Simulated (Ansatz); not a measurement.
# C2H7AlFN: one species, many methods

One table from this session's results is given with a row withheld; the runs are named, their logs left out.

Program: Ansatz 0.2.0, Gaussian basis. Level of theory: functionals in def2-TZVPP, the program's frozen cores in correlated methods. These are calculated values, not measurements.

The runs, in order: PBE-D4, r2SCAN-D4, PBE0-D4, B3LYP-D4, ωB97X-V, ωB97M-V, B2PLYP; CCSD(T)/def2-TZVPP; MP2/def2-QZVPP; extrapolation to the limit.

### The geometry

The geometry comes from an earlier relaxation with PBE0-D4 in a triple-zeta def2 set; it is a stationary point, not always the lowest conformer.

12 atoms, charge 0, spin multiplicity 1.

Atoms are counted from 1 here; the program's logs count them from 0.

Bond lengths: C1–Al2 1.984 Å, C1–H6 1.098 Å, C1–H7 1.097 Å, C1–H8 1.095 Å, Al2–C3 2.082 Å, Al2–F5 1.681 Å, Al2–H9 1.607 Å, C3–N4 1.288 Å, C3–H10 1.094 Å, N4–H11 1.016 Å, N4–H12 1.014 Å. Angles: Al2–C1–H6 113.6°, Al2–C1–H7 113.8°, Al2–C1–H8 109.8°, H6–C1–H7 108.1°, H6–C1–H8 105.1°, H7–C1–H8 105.8°, C1–Al2–C3 100.7°, C1–Al2–F5 115.1°, C1–Al2–H9 117.3°, C3–Al2–F5 103.5°, C3–Al2–H9 101.0°, F5–Al2–H9 115.5°, Al2–C3–N4 118.8°, Al2–C3–H10 128.8°, N4–C3–H10 112.3°, C3–N4–H11 118.6°, C3–N4–H12 124.7°, H11–N4–H12 116.7°.

The first run:

in.yaml

```yaml
crystal:
  periodic: [false, false, false]
  atoms:
    - {symbol: C, position_ang: [-1.432515, -0.637990, 0.518738]}
    - {symbol: Al, position_ang: [-0.170561, 0.827841, 0.961399]}
    - {symbol: C, position_ang: [1.237606, 0.598993, -0.555404]}
    - {symbol: N, position_ang: [1.200128, -0.464514, -1.280269]}
    - {symbol: F, position_ang: [-0.766392, 2.380423, 0.714720]}
    - {symbol: H, position_ang: [-0.994232, -1.640432, 0.616512]}
    - {symbol: H, position_ang: [-1.873895, -0.554489, -0.482066]}
    - {symbol: H, position_ang: [-2.275610, -0.625007, 1.217590]}
    - {symbol: H, position_ang: [0.750574, 0.638784, 2.264677]}
    - {symbol: H, position_ang: [2.082314, 1.245768, -0.810011]}
    - {symbol: H, position_ang: [0.445350, -1.128140, -1.130885]}
    - {symbol: H, position_ang: [1.874234, -0.696336, -2.001003]}
basis:
  gaussian: {orbitals: def2-TZVPP}
hamiltonian: {xc: pbe, dispersion: d4}
output: {forces: true, orbitals: {seedname: orbitals}}
```

Command:

```bash
> ansatz run in.yaml --threads 4 --pin off --events-out ev --progress --plain --max-ram 10444MiB
```

Among the steps run: PBE-D4 (GGA); r2SCAN-D4 (meta-GGA); PBE0-D4 (hybrid); B3LYP-D4 (hybrid); ωB97X-V (range-separated); ωB97M-V (range-separated); B2PLYP (double hybrid); CCSD(T) in def2-TZVPP; MP2 in def2-QZVPP.

One table of the session follows, with a row left open; its other results are not shown here.

```
            method  atomisation energy (kcal/mol)
            PBE-D4                         1050.8
         r2SCAN-D4                         1035.4
           PBE0-D4                         1031.7
          B3LYP-D4                         1037.1
           ωB97X-V                         1037.7
           ωB97M-V                              ?
            B2PLYP                         1025.4
     HF/def2-TZVPP                          756.5
    MP2/def2-TZVPP                         1020.9
   CCSD/def2-TZVPP                          995.5
CCSD(T)/def2-TZVPP                         1009.3
           MP2/CBS                         1048.8
       CCSD(T)/CBS                         1037.3
```

**Question.** Estimate the row for ωB97M-V.

The run gave: atomisation energy (kcal/mol): 1039.0. In the column «atomisation energy (kcal/mol)» it lies between ωB97X-V (1037.7) and MP2/CBS (1048.8).

Limits of these values: Free atoms (2 C, 1 Al, 1 N, 1 F, 7 H) were run apart at each level; the atomisation energy is their sum less the molecule, without zero-point or spin-orbit terms.
